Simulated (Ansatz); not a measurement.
# SrSiNi: the cost of one run

Program: Ansatz 0.2.0, driven from Python. The levels of theory stand in the script. These are calculated values, not measurements.

## Step 1: The system

Symmetry: P-6m2, No. 187, hexagonal system. Conventional cell: a = 3.985 Å, b = 3.985 Å, c = 4.756 Å, α = 90.00°, β = 90.00°, γ = 120.00°. Around Sr (site symmetry -6m2) lie 6 Si at 3.31 Å and 6 Ni at 3.31 Å. Around Si (site symmetry -6m2) lie 3 Ni at 2.30 Å and 6 Sr at 3.31 Å. Ni (site symmetry -6m2) has 3 Si at 2.30 Å as nearest neighbours.

Input file srsini.xyz:

```xyz
3
Lattice="3.98501506 0.0 0.0 -1.99250753 3.45112427 0.0 0.0 0.0 4.755983" Properties=species:S:1:pos:R:3:initial_magmoms:R:1 pbc="T T T"
Sr    0.00000000    0.00000000    0.00000000  0.00
Si   -0.00000002    2.30074953    2.37799150  0.00
Ni    1.99250755    1.15037475    2.37799150  1.50
```

## Step 2: The script

srsini.py reads:

```python
# -*- coding: utf-8 -*-
import ansatz as az

cell = az.Crystal.from_extxyz("srsini.xyz")

model = (
    cell.calculation()
    .pseudopotentials("paw")
    .basis(38 * az.Ry)
    .kpoints(9, 9, 7)
    .occupations("fermi_dirac")
    .spin("collinear")
    .forces()
    .stress()
)

rows = []
for value in ["blyp", "pbesol", "lda"]:
    summary = model.functional(value).run(threads=1).report
    rows.append((value, summary["free_energy_ev"] / len(summary["lattice"]["sites"]), summary["n_iterations"], sum(summary["stress_gpa"][i][i] for i in range(3)) / 3, max(abs(f) for row in summary["forces_ev_ang"] for f in row), summary["magnetization_mub"], summary["n_kpoints"]))

print("  functional   F/atom (eV)    iterations       P (GPa)  max component (eV/A)  moment (muB)      k-points")
for row in rows:
    print(f"{str(row[0]):>12s}  {row[1]:12.5f}  {row[2]:12d}  {row[3]:12.3f}  {row[4]:20.4f}  {row[5]:12.3f}  {row[6]:12d}")
```

## Step 3: Running it

Launch:

```bash
$ python srsini.py
```

**Question.** How long does this script take on 1 thread of Arm Neoverse V2, shared host, and how much memory does it need?

About 70 s, with a peak of 0.56 GiB.
